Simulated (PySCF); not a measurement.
# A gas-phase reaction: GaH4NO2 + H2O → GaH3O3 + H3N

Aim: the reaction energy of `[NH2][Ga]([OH])[OH]` + `O` → `[OH][Ga]([OH])[OH]` + `N`.

Computed with PySCF 2.14.0; each step states its level. No surroundings beyond the atoms listed, unless a continuum is named. Atoms count from 0, parts from 1.

## Step 1: The system as given

Each species was relaxed by itself at PBE0-D3(BJ)/def2-SVPD.

## Step 2: Energies of the species: wB97M-D3(BJ)/def2-TZVPD

What the job is given:

```
{"job": {"kind": "react", "xc": "wB97M-D3(BJ)", "basis": "def2-TZVPD"}, "charge": 0, "multiplicity": 1}
-1 GaH4NO2 charge 0 multiplicity 1
N      0.998180    -0.363120     0.810880
Ga    -0.393050     0.088740    -0.254440
O     -0.835510     1.776270    -0.626970
O     -1.458030    -1.097250    -1.054980
H      1.596180     0.309800     1.267690
H      1.252990    -1.313820     1.034780
H     -0.301040     2.450540    -0.201400
H     -1.256220    -2.020200    -0.885220

-1 H2O charge 0 multiplicity 1
O      0.000120     0.389380    -0.003520
H     -0.762940    -0.194420     0.005460
H      0.762840    -0.194930    -0.001920

+1 GaH3O3 charge 0 multiplicity 1
O      1.079740     1.373000    -0.580120
Ga     0.149960    -0.076340    -0.133020
O      0.566340    -1.570580    -0.992090
O     -1.147440    -0.132810     1.095920
H      0.853500     2.184260    -0.118950
H      0.048980    -2.335470    -0.725080
H     -1.357150     0.689550     1.545390

+1 H3N charge 0 multiplicity 1
N      0.005900     0.004740     0.284410
H      0.927900    -0.189430    -0.095180
H     -0.622290    -0.706650    -0.077780
H     -0.295280     0.894390    -0.102480
```

Method: wB97M-D3(BJ)/def2-TZVPD reaction energy of separated species, gas phase.

Launch:

```console
OMP_NUM_THREADS=1 python cluster_run.py task.json out
```

The driver reads the jobs from task.json and runs them one after another.

**Question.** The jobs that follow are: PBE0-D3(BJ)/def2-TZVPD reaction energy of separated species, gas phase. Predict: reaction energy (wB97M-D3(BJ)/def2-TZVPD); ΔH, ΔG at 298 K (xTB thermal terms). Thermal terms come from harmonic xTB runs on each species.

The runs gave:

| quantity | value |
| --- | --- |
| reaction energy (wB97M-D3(BJ)/def2-TZVPD) | -5.09 kcal/mol |
| ΔH, ΔG at 298 K (xTB thermal terms) | -4.0, -3.8 kcal/mol |
| range of the reaction energy over the runs of this table | -5.09 to -4.92 kcal/mol |

The reaction is exothermic by 4.0 kcal/mol in the gas phase; dispersion gives +0.23, and xTB itself gave -10.61 for the electronic energy (xTB energies and thermal terms come from the earlier relaxation of each species, not shown). No barrier was sought. The reaction energy runs from -5.09 (wB97M-D3(BJ)/def2-TZVPD) to -4.92 kcal/mol (PBE0-D3(BJ)/def2-TZVPD).
